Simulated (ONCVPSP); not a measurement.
**Hf: generating and testing an ONCV potential**

Task: generate the file, and judge it by its errors in other configurations, its logarithmic derivatives, its ghosts and its cutoff.

The numbers are computed with ONCVPSP 4.0.1 (LDA (Perdew-Wang 92), scalar-relativistic, spin-unpolarised reference atom).

### 1 Starting point

Typed settings, in words:

```
element                 : hafnium (Hf, Z = 72)
type                    : optimised norm-conserving Vanderbilt (ONCV)
frozen core             : [Xe]
valence charge          : 18
reference configuration : 4f13.5 5d2.5 6s2
partial waves           : 6s: rc 3.10 bohr, ncon 3, nbas 7, qcut 2.3 1/bohr, 3 projectors, debl 1 Ha; p scattering state at 0.24 Ha: rc 3.45 bohr, ncon 4, nbas 9, qcut 1.9 1/bohr, 2 projectors, debl 3.1 Ha; 5d: rc 3.20 bohr, ncon 3, nbas 8, qcut 5.8 1/bohr, 2 projectors, debl 1 Ha; 4f: rc 0.75 bohr, ncon 4, nbas 9, qcut 20.4 1/bohr, 1 projector
local potential         : polynomial inside 0.45 bohr (lpopt 5, dvloc0 6 Ha)
core correction         : Teter function fitted to the true core (icmod 2), fcfact 0.55
```

The nodes and maxima of the atom's own shells, from an earlier all-electron run, set the scale for the radii.

All-electron outer shells of the reference configuration (LDA (PZ), scalar-relativistic, ld1.x):

```csv
shell,level (eV),outermost node (bohr),outermost maximum (bohr)
5p,-37.27,0.60,1.15
4f,-20.87,–,0.45
6s,-5.40,1.35,2.82
5d,-3.39,0.66,1.65
6p,-1.48,1.64,4.00
```

### 2 The generation run

Hf.dat reads:

```
# ATOM AND REFERENCE CONFIGURATION
# atsym  z   nc   nv     iexc    psfile
  Hf 72.00   11    3  -001012      upf
#
#   n    l    f
    1    0    2.00
    2    0    2.00
    2    1    6.00
    3    0    2.00
    3    1    6.00
    3    2   10.00
    4    0    2.00
    4    1    6.00
    4    2   10.00
    5    0    2.00
    5    1    6.00
    4    3   13.50
    5    2    2.50
    6    0    2.00
#
# PSEUDOPOTENTIAL AND OPTIMIZATION
# lmax
    3
#
#   l,   rc,      ep,       ncon, nbas, qcut
    0    3.10    0.00    3    7    2.30
    1    3.45    0.24    4    9    1.90
    2    3.20    0.00    3    8    5.80
    3    0.75    0.00    4    9   20.40
#
# LOCAL POTENTIAL
# lloc, lpopt,  rc(5),   dvloc0
    4    5    0.45    6.00
#
# VANDERBILT-KLEINMAN-BYLANDER PROJECTORs
# l, nproj, debl
    0    3    1.00
    1    2    3.10
    2    2    1.00
    3    1    2.50
#
# MODEL CORE CHARGE
# icmod, fcfact, rcfact
    2    0.55    0.85
#
# LOG DERIVATIVE ANALYSIS
# epsh1, epsh2, depsh
   -2.00    5.00    0.02
#
# OUTPUT GRID
# rlmax, drl
    6.00    0.01
#
# TEST CONFIGURATIONS
# ncnf
    4
# nvcnf
#   n    l    f
    3
    4    3   14.00
    5    2    2.00
    6    0    2.00
#
    3
    4    3   14.00
    5    2    2.00
    6    0    1.00
#
    3
    4    3   14.00
    5    2    2.00
    6    0    0.00
#
    4
    4    3   14.00
    5    2    2.00
    6    0    0.00
    6    1    1.00
#
```

On the command line:

```console
$ oncvpsp.x < Hf.dat > Hf.out
```

Q: Predict the outcome of this session. Wanted: cutoffs for 1 and 0.1 mHa per electron, occupied waves; bound ghosts; GHOST(+) flags; largest test error; largest phase difference near zero energy, channels read; rms error of d²Exc/dn², without and with the model core; projector energies reset by the program.

The runs gave:

| quantity | value |
| --- | --- |
| cutoffs for 1 and 0.1 mHa per electron, occupied waves | 196 Ha and 419 Ha |
| bound ghosts | s at -1573.12 eV, s at -304.93 eV, p at -1057.13 eV, p at -79.24 eV and 1 more |
| GHOST(+) flags | s at 69 eV, p at 111 eV |
| largest test error (AE − PS) | -346 meV, for 4f14 5d2 6s0 |
| largest phase difference near zero energy, channels read | 0.002 rad |
| rms error of d²Exc/dn², without and with the model core | 9.93 and 8.05 mHa |
| projector energies reset by the program | p: 0.050, 3.150 Ha |

What this shows: It has a bound ghost (s, p, d), a state that the atom doesn't have, and that rules the file out. The worst unpolarised test, 4f14 5d2 6s0, is off by 346 meV on 14.8 eV; by total energies transferability rates as poor. The potential is very hard: the looser tolerance needs 196 Ha. At the looser tolerance the 4f wave is the slowest; 5d needs 9 Ha. Near zero energy the phases of the channels with partial waves that could be evaluated agree within 0.002 rad. The program also flags highly localised states, GHOST(+) (s, p). All of this concerns the isolated atom, not yet a solid.
